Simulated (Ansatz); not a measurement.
# BrClGe: the cost of one run

Program: Ansatz 0.2.0. Level of theory: RKS PBE0-D4/def2-SVPD. These are calculated values, not measurements.

### 1 The starting structure

SMILES `[Cl][Ge][Br]`, 3 atoms, charge 0, spin multiplicity 1.

Atoms are counted from 1 here; the program's logs count them from 0.

Bond lengths: Cl1–Ge2 2.230 Å, Ge2–Br3 2.376 Å. Angles: Cl1–Ge2–Br3 101.2°.

As a file:

```xyz
3

Cl    0.4235    1.6942    0.4071
Ge   -0.8598    0.0889   -0.4576
Br    0.4254   -1.8478    0.0372
```

### 2 Relaxation

The input, input.yaml:

```yaml
crystal:
  periodic: [false, false, false]
  atoms:
    - { symbol: Cl, position_ang: [0.423517, 1.694208, 0.40714] }
    - { symbol: Ge, position_ang: [-0.859798, 0.088869, -0.457578] }
    - { symbol: Br, position_ang: [0.425381, -1.847777, 0.037239] }
basis:
  gaussian: { orbitals: def2-SVPD }
hamiltonian:
  xc: pbe0
  dispersion: d4
output:
  forces: true
relax:
  f_tol: 0.003
  max_steps: 120
```

Launch:

```bash
$ ansatz run input.yaml --threads 1 --pin off --max-ram 2560MiB --backend cpu --events-out ev --progress --plain --runs-dir out
```

**Question.** How long does this run take on 1 thread of Arm Neoverse N1, shared host, and how much memory does it need?

About 41 s, with a peak of 0.25 GiB.
